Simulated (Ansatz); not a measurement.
Ba2Tl5V3O12:

```
CELL_PARAMETERS angstrom
10.97457 0.00000 0.00000
0.00000 10.97457 0.00000
0.00000 0.00000 6.60400
ATOMIC_POSITIONS crystal
Ba 0.00000 0.50000 0.00000
Ba 0.50000 0.00000 0.00000
V 0.50000 0.50000 0.00000
V 0.50000 0.00000 0.50000
V 0.00000 0.50000 0.50000
Tl 0.50000 0.50000 0.50000
Tl 0.71260 0.28740 0.40228
Tl 0.28740 0.71260 0.40228
Tl 0.71260 0.71260 0.59772
Tl 0.28740 0.28740 0.59772
O 0.41064 0.58936 0.15770
O 0.58936 0.41064 0.15770
O 0.58936 0.58936 0.84230
O 0.41064 0.41064 0.84230
O 0.58661 0.08570 0.33378
O 0.41339 0.08570 0.66622
O 0.58661 0.91430 0.66622
O 0.41339 0.91430 0.33378
O 0.08570 0.58661 0.33378
O 0.08570 0.41339 0.66622
O 0.91430 0.58661 0.66622
O 0.91430 0.41339 0.33378
```

The cell was built by a generator and needn't be a form met in nature.

* Program: Ansatz 0.2.0
* Task: relaxation of cell and atoms
* Functional: PBEsol
* Potentials or basis: Ansatz PAW
* Cutoff: 420 eV (not typed: the program's choice for these potentials)
* k mesh: 2 × 2 × 3
* Occupations: fermi-dirac, width 0.05 eV
* Spin: collinear spin, ferromagnetic start
* Starting moments: [0.0, 0.0, 2.0, 2.0, 2.0, 0.0, 0.0, 0.0, 0.0, 0.0, 0.0, 0.0, 0.0, 0.0, 0.0, 0.0, 0.0, 0.0, 0.0, 0.0, 0.0, 0.0] μB

At the start: volume 36.15 Å³/atom.

Q: How do energy, volume and symmetry change on relaxing?

A: It ends after 9 steps and the volume is 33.40 Å³/atom (-7.6 %); space group P-42m (No. 111, to 0.05 Å); moment 0.00 μB per cell.

The path:
```csv
step,energy change (eV),largest force (eV/Å),volume (Å³)
1,0.0000,0.3054,795.39
2,-0.1290,0.3629,739.23
3,-0.2137,0.0574,755.05
4,-0.2258,0.0233,749.75
5,-0.2330,0.0100,745.87
6,-0.2373,0.0043,742.99
7,-0.1914,0.0040,742.99
8,-0.2057,0.0069,734.72
9,-0.1943,0.0068,734.72
```

Final structure:
```
Ba V Tl O
1.0
    10.60595    0.00000    0.00000
     0.00000   10.60595    0.00000
     0.00000    0.00000    6.53167
Ba V Tl O
2 3 5 12
Direct
  0.00000 0.50000 0.00000
  0.50000 0.00000 0.00000
  0.50000 0.50000 0.00000
  0.50000 0.00000 0.50000
  0.00000 0.50000 0.50000
  0.50000 0.50000 0.50000
  0.70930 0.29070 0.42254
  0.29070 0.70930 0.42254
  0.70930 0.70930 0.57746
  0.29070 0.29070 0.57746
  0.40850 0.59150 0.15947
  0.59150 0.40850 0.15947
  0.59150 0.59150 0.84053
  0.40850 0.40850 0.84053
  0.58898 0.08793 0.33302
  0.41102 0.08793 0.66698
  0.58898 0.91207 0.66698
  0.41102 0.91207 0.33302
  0.08793 0.58898 0.33302
  0.08793 0.41102 0.66698
  0.91207 0.58898 0.66698
  0.91207 0.41102 0.33302
```

Caveat: the plane-wave basis is chosen anew once the cell has moved, so the energies of steps on either side of that aren't comparable; the PAW data sets come from PBE, with cores solved anew for the run's functional, which leaves a small shift of forces and pressure; the starting moments weren't kept.
